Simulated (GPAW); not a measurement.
Runs of GPAW 26.7.0 on CaSi2Sb2. The structure is trigonal, space group P-3m1 (No. 164). Conventional cell: a = 4.997 Å, b = 4.997 Å, c = 5.862 Å, α = 90.00°, β = 90.00°, γ = 120.00°. Ca (site symmetry -3m) is surrounded by 6 Si at 3.25 Å and 6 Sb at 3.31 Å. Around Si (site symmetry 3m) lie 5 Sb at 2.73 to 3.13 Å. Sb (site symmetry 3m) has 5 Si at 2.73 to 3.13 Å as nearest neighbours. The cell was built by a generator and needn't be a form met in nature.

| level | potentials or basis | pressure (GPa) | largest force (eV/Å) |
| --- | --- | --- | --- |
| RPBE | the program's PAW data sets (release 1.2.1) made for this functional, pw | 1.3 | 0.10 |
| PBEsol | PAW data sets generated in the run's folder for this functional, pw | (b) | 0.13 |
| PBE | GPAW PAW data sets (gpaw-data 1.2.1), pw | -0.1 | 0.11 |
| revPBE | the program's PAW data sets (release 1.2.1) made for this functional, pw | 1.0 | 0.10 |
| LDA | the program's PAW data sets (release 1.2.1) made for this functional, pw | (a) | 0.16 |

Alike in all rows: task band structure; no spin polarisation; cell as given; k mesh 5 × 5 × 4; cutoff (eV) 600; smearing fermi-dirac 0.05 eV.

Problem. Estimate the missing entries.

Solution. (a) -3.5; (b) -2.3.
